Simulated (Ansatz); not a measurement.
**Molecular dynamics of C**

The input (input.yaml):

```yaml
crystal:
  lattice:
    - [0.0, 3.628535, 3.628535]
    - [3.628535, 0.0, 3.628535]
    - [3.628535, 3.628535, 0.0]
  atoms:
    - { symbol: C, position: [0.0, 0.0, 0.0] }
    - { symbol: C, position: [0.125, 0.125, 0.125] }
    - { symbol: C, position: [0.0, 0.0, 0.5] }
    - { symbol: C, position: [0.125, 0.125, 0.625] }
    - { symbol: C, position: [0.0, 0.5, 0.0] }
    - { symbol: C, position: [0.125, 0.625, 0.125] }
    - { symbol: C, position: [0.0, 0.5, 0.5] }
    - { symbol: C, position: [0.125, 0.625, 0.625] }
    - { symbol: C, position: [0.5, 0.0, 0.0] }
    - { symbol: C, position: [0.625, 0.125, 0.125] }
    - { symbol: C, position: [0.5, 0.0, 0.5] }
    - { symbol: C, position: [0.625, 0.125, 0.625] }
    - { symbol: C, position: [0.5, 0.5, 0.0] }
    - { symbol: C, position: [0.625, 0.625, 0.125] }
    - { symbol: C, position: [0.5, 0.5, 0.5] }
    - { symbol: C, position: [0.625, 0.625, 0.625] }
basis:
  ecutwfc: 500.0
kpoints:
  mp_grid: { grid: [4, 4, 4] }
hamiltonian:
  xc: r2scan
scf:
  occupations: { method: fermi_dirac, width: 0.24 }
  lower_state_search: "off"
md:
  timestep: 1.12
  n_steps: 30
  ensemble: nvt_langevin
  temperature: 2800.0
  initial_velocities: maxwell_boltzmann
  seed: 824056
  friction: 0.02
```

Run as:

```bash
$ ansatz run input.yaml --threads 2 --pin off --max-ram 5120MiB --backend cpu --events-out ev --progress --plain --runs-dir out
```

It starts from a structure without forces on its atoms.

Output, in part (step lines):

```
md step     0: t =     0.00 fs  T =  2625.0 K  F+E_penalty+E_count = -4024.48639118 eV  E_kin = 5.428920 eV  (7 SCF iters)
md step     1: t =     1.12 fs  T =  2480.5 K  F+E_penalty+E_count = -4024.23485008 eV  E_kin = 5.130111 eV  (7 SCF iters)
md step     2: t =     2.24 fs  T =  2335.3 K  F+E_penalty+E_count = -4023.52360375 eV  E_kin = 4.829746 eV  (7 SCF iters)
md step     3: t =     3.36 fs  T =  1772.1 K  F+E_penalty+E_count = -4022.51796019 eV  E_kin = 3.664894 eV  (7 SCF iters)
md step     4: t =     4.48 fs  T =  1220.7 K  F+E_penalty+E_count = -4021.47285763 eV  E_kin = 2.524675 eV  (7 SCF iters)
md step     5: t =     5.60 fs  T =   829.3 K  F+E_penalty+E_count = -4020.56129145 eV  E_kin = 1.715198 eV  (6 SCF iters)
md step     6: t =     6.72 fs  T =   712.1 K  F+E_penalty+E_count = -4019.90258078 eV  E_kin = 1.472690 eV  (6 SCF iters)
md step     7: t =     7.84 fs  T =   712.2 K  F+E_penalty+E_count = -4019.55984428 eV  E_kin = 1.472889 eV  (6 SCF iters)
md step     8: t =     8.96 fs  T =   916.6 K  F+E_penalty+E_count = -4019.58224266 eV  E_kin = 1.895717 eV  (6 SCF iters)
md step     9: t =    10.08 fs  T =  1059.7 K  F+E_penalty+E_count = -4019.83238185 eV  E_kin = 2.191565 eV  (6 SCF iters)
md step    10: t =    11.20 fs  T =  1353.2 K  F+E_penalty+E_count = -4020.16067128 eV  E_kin = 2.798590 eV  (7 SCF iters)
md step    11: t =    12.32 fs  T =  1989.0 K  F+E_penalty+E_count = -4020.59903582 eV  E_kin = 4.113481 eV  (6 SCF iters)
md step    12: t =    13.44 fs  T =  2378.3 K  F+E_penalty+E_count = -4021.04986817 eV  E_kin = 4.918635 eV  (6 SCF iters)
md step    13: t =    14.56 fs  T =  2541.8 K  F+E_penalty+E_count = -4021.31155854 eV  E_kin = 5.256802 eV  (6 SCF iters)
md step    14: t =    15.68 fs  T =  2499.9 K  F+E_penalty+E_count = -4021.26671669 eV  E_kin = 5.170245 eV  (6 SCF iters)
md step    15: t =    16.80 fs  T =  2268.9 K  F+E_penalty+E_count = -4020.95687197 eV  E_kin = 4.692348 eV  (6 SCF iters)
md step    16: t =    17.92 fs  T =  2215.3 K  F+E_penalty+E_count = -4020.54666975 eV  E_kin = 4.581660 eV  (6 SCF iters)
md step    17: t =    19.04 fs  T =  2020.4 K  F+E_penalty+E_count = -4020.10587286 eV  E_kin = 4.178445 eV  (6 SCF iters)
md step    18: t =    20.16 fs  T =  1651.2 K  F+E_penalty+E_count = -4019.63761734 eV  E_kin = 3.414921 eV  (6 SCF iters)
md step    19: t =    21.28 fs  T =  1455.7 K  F+E_penalty+E_count = -4019.16881983 eV  E_kin = 3.010623 eV  (6 SCF iters)
md step    20: t =    22.40 fs  T =  1478.5 K  F+E_penalty+E_count = -4018.79767258 eV  E_kin = 3.057776 eV  (7 SCF iters)
md step    21: t =    23.52 fs  T =  1274.3 K  F+E_penalty+E_count = -4018.61628516 eV  E_kin = 2.635478 eV  (6 SCF iters)
md step    22: t =    24.64 fs  T =  1279.2 K  F+E_penalty+E_count = -4018.64962266 eV  E_kin = 2.645644 eV  (6 SCF iters)
md step    23: t =    25.76 fs  T =  1453.3 K  F+E_penalty+E_count = -4018.84931100 eV  E_kin = 3.005592 eV  (6 SCF iters)
md step    24: t =    26.88 fs  T =  1616.8 K  F+E_penalty+E_count = -4019.13124607 eV  E_kin = 3.343742 eV  (6 SCF iters)
md step    25: t =    28.00 fs  T =  1659.4 K  F+E_penalty+E_count = -4019.39777074 eV  E_kin = 3.431846 eV  (6 SCF iters)
md step    26: t =    29.12 fs  T =  1694.2 K  F+E_penalty+E_count = -4019.59241318 eV  E_kin = 3.503812 eV  (5 SCF iters)
md step    27: t =    30.24 fs  T =  1892.7 K  F+E_penalty+E_count = -4019.77378261 eV  E_kin = 3.914453 eV  (6 SCF iters)
md step    28: t =    31.36 fs  T =  1875.0 K  F+E_penalty+E_count = -4019.93121735 eV  E_kin = 3.877729 eV  (6 SCF iters)
md step    29: t =    32.48 fs  T =  1789.1 K  F+E_penalty+E_count = -4020.05731392 eV  E_kin = 3.700197 eV  (6 SCF iters)
md step    30: t =    33.60 fs  T =  1955.0 K  F+E_penalty+E_count = -4020.24147513 eV  E_kin = 4.043165 eV  (7 SCF iters)
```

The run went to its last step. The mean temperature of the second half is 38 % below the set value. A run of 0.034 ps of so small a system gives no equilibrium averages.

Mean squared displacements from the first frame to the last, about the centre of mass: C 0.02 Å².

Last frame:

```xyz
16
Lattice="0.0000 3.6285 3.6285 3.6285 0.0000 3.6285 3.6285 3.6285 0.0000" Properties=species:S:1:pos:R:3
C 0.021 -0.045 0.124
C 1.011 0.834 0.824
C 1.782 1.788 0.043
C 2.775 2.728 0.991
C 2.069 -0.087 1.838
C 2.731 0.920 2.700
C 3.582 1.844 1.906
C 4.560 2.736 2.673
C 0.025 1.764 1.819
C 0.878 2.692 2.772
C 1.774 3.617 1.836
C 2.752 4.429 2.721
C 1.809 1.941 3.651
C 2.918 2.631 4.515
C 3.683 3.831 3.512
C 4.533 4.606 4.624
```

The run took 8.7 min on 2 threads of Arm Neoverse V2, with other jobs on the host, peak memory 0.73 GiB.
